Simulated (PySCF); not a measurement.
# [Tl(H2O)4]3+: other functionals and bases at one geometry

How far do other levels of theory move the description of [Tl(H2O)4]3+, and what does each cost? It is a constructed species; whether it can be made isn't addressed.

The runs use PySCF 2.14.0; several levels, as the steps say, no spin–orbit coupling.

1 further run of the same task is left out (for a known fault of the program).

## 1. Starting geometry

13 atoms, charge 3, spin multiplicity 1.

Bond lengths: Tl1–O2 2.189 Å, Tl1–O5 2.189 Å, Tl1–O8 2.189 Å, Tl1–O11 2.189 Å, O2–H3 0.984 Å, O2–H4 0.985 Å, O5–H6 0.985 Å, O5–H7 0.985 Å, O8–H9 0.985 Å, O8–H10 0.984 Å, O11–H12 0.985 Å, O11–H13 0.985 Å. Angles: O2–Tl1–O5 109.8°, O2–Tl1–O8 108.8°, O2–Tl1–O11 109.8°, O5–Tl1–O8 109.8°, O5–Tl1–O11 108.8°, O8–Tl1–O11 109.8°, Tl1–O2–H3 125.7°, Tl1–O2–H4 125.3°, H3–O2–H4 108.8°, Tl1–O5–H6 125.3°, Tl1–O5–H7 125.7°, H6–O5–H7 108.8°, Tl1–O8–H9 125.3°, Tl1–O8–H10 125.7°, H9–O8–H10 108.8°, Tl1–O11–H12 125.7°, Tl1–O11–H13 125.3°, H12–O11–H13 108.8°.

Geometry (Å):

```xyz
13
H8O4Tl
Tl    0.0002    0.0000    0.0000
O     1.2750    1.2922    1.2237
H     2.0745    1.0060    1.7208
H     1.1836    2.2693    1.3053
O    -1.2744   -1.2240    1.2923
H    -1.1832   -1.3052    2.2692
H    -2.0756   -1.7195    1.0057
O     1.2750   -1.2922   -1.2237
H     1.1836   -2.2693   -1.3053
H     2.0745   -1.0060   -1.7208
O    -1.2744    1.2240   -1.2923
H    -2.0756    1.7195   -1.0057
H    -1.1832    1.3052   -2.2692
```

Formal oxidation states: Tl +3. An earlier session relaxed this geometry at PBE0, Tl def2-SVP with ECP60, O def2-SVP, H def2-SVP (singlet, point group D2).

At PBE0 on the finer grid: E = -476.385988 Eh, HOMO -24.99 eV, LUMO -19.45 eV, Mulliken charge on Tl1 +1.39 e, largest force component 0.019 eV/Å. 

Levels to run: r2SCAN; BLYP. Hardware: 2 threads of Intel Xeon Platinum 8259CL at 2.50GHz (Skylake/Cascade Lake), shared host.

## 2. r2SCAN

run.py (the lines that set the calculation) reads:

```python
mol = gto.M(atom='''
Tl     0.00018     0.00000     0.00000
O      1.27497     1.29223     1.22372
H      2.07445     1.00599     1.72079
H      1.18362     2.26926     1.30526
O     -1.27436    -1.22397     1.29228
H     -1.18318    -1.30518     2.26924
H     -2.07560    -1.71951     1.00566
O      1.27497    -1.29223    -1.22372
H      1.18362    -2.26926    -1.30526
H      2.07445    -1.00599    -1.72079
O     -1.27436     1.22397    -1.29228
H     -2.07560     1.71951    -1.00566
H     -1.18318     1.30518    -2.26924''',
    basis={'Tl': 'def2-SVP', 'O': 'def2-SVP', 'H': 'def2-SVP'},
    ecp={'Tl': 'def2-SVP'},
    charge=3, spin=0)
mf = dft.RKS(mol, xc='R2SCAN')
mf.grids.atom_grid = (75, 302)
mf = mf.density_fit()  # fitting sets: Tl def2-universal-JKFIT, O def2-universal-JKFIT, H def2-universal-JKFIT
mf.conv_tol = 1e-08; mf.max_cycle = 55
mf.kernel(dm0)  # dm0: the density of the relaxed state
```

The run is started by

```sh
$ OMP_NUM_THREADS=2 python run.py
```

## 3. BLYP

Changes to run.py (the lines that set the calculation) since step 2:

```diff
@@ -17,3 +17,3 @@
     charge=3, spin=0)
-mf = dft.RKS(mol, xc='R2SCAN')
+mf = dft.RKS(mol, xc='BLYP')
 mf.grids.atom_grid = (75, 302)
```

Q: Predict the outcome of this session. Wanted: for each run, HOMO; gap; charge on Tl1; dipole; largest force.

As calculated:

| level | state | HOMO (eV) | gap (eV) | charge on Tl1 (e) | dipole (D) | largest force (eV/Å) | basis functions | time |
| --- | --- | --- | --- | --- | --- | --- | --- | --- |
| PBE0 (relaxed here) | singlet | -24.99 | 5.54 | 1.39 | 0.01 | 0.02 | 122 | 37 s |
| r2SCAN | singlet | -23.50 | 3.23 | 1.37 | 0.01 | 0.13 | 122 | 19 s |
| BLYP | singlet | -22.86 | 2.64 | 1.19 | 0.01 | 0.56 | 122 | 13 s |

Times are on 2 threads of Intel Xeon Platinum 8259CL at 2.50GHz (Skylake/Cascade Lake), shared host; the first row also made further properties. The dipole of a charged species depends on the origin, so these sizes hold for this origin alone.

In one basis the HOMO–LUMO gap runs from 2.64 eV (BLYP) to 5.54 eV (PBE0). The largest leftover force, 0.56 eV/Å with BLYP, stands at a geometry relaxed at another level. The Mulliken charge on Tl spans +1.19 to +1.39 e over the levels. Total energies of different levels can't be compared. Spin–orbit coupling is left out throughout.
